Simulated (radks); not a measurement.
# Hg²⁺ in [Xe] 4f14 5d10: an all-electron calculation

The task here is to estimate one member of a computed series from the others.

The numbers are computed with radks (a radial shooting solver on a logarithmic mesh, Libxc functionals) version 1 (scalar-relativistic Kohn-Sham, PBEsol, spin-polarised, spherical densities, finite nucleus), except any that are marked as measured or tabulated.

## The atom as given

```
element            : mercury (Z = 80)
charge             : +2
electrons          : 78
configuration      : [Xe] 4f14 5d10
nuclear rms radius : 5.4648 fm
```

Outer shells as boxes (Hund's rule):

Hg²⁺
```
[Xe] core
4f [↑↓][↑↓][↑↓][↑↓][↑↓][↑↓][↑↓]
5d [↑↓][↑↓][↑↓][↑↓][↑↓]
```

The first run:

The run's settings:

```text
Z 80
configuration [Xe] 4f14 5d10 6s0 6p0 5f0 6d0
relativity scalar-relativistic
functional pbe_sol,pbe_sol
spin polarised
nucleus finite rms 5.4648 fm
c 137.035999084
```

One of the session's tables, all rows but one given; the rest of the session is left out.

It belongs to the step «Shells». Sizes of the orbitals, from the radial functions (bohr):

```
level      <r>  outermost maximum (interpolated)  90 % within  nodes
   1s  0.01660                            0.0102       0.0304      0
   2s  0.06995                            0.0592        0.109      1
   2p  0.06329                            0.0491        0.103      0
   3s   0.1807                             0.167        0.265      2
   3p   0.1822                             0.166        0.272      1
   3d   0.1651                             0.135        0.256      0
   4s   0.3994                             0.376        0.572      3
   4p   0.4256                             0.396        0.617      2
   4d   0.4490                             0.403        0.669      1
   5s   0.9018                             0.827         1.29      4
   4f        ?                                 ?            ?      ?
   5p    1.039                             0.928         1.51      3
   5d    1.441                              1.16         2.21      2
   6s    2.364                              2.07         3.42      5
   6p    3.033                              2.63         4.43      4
```

Q: Estimate the row for 4f from the others.

The run gave: <r>: 0.4826; outermost maximum (interpolated): 0.366; 90 % within: 0.772; nodes: 0. In the column «<r>» it lies between 4d (0.4490) and 5s (0.9018).
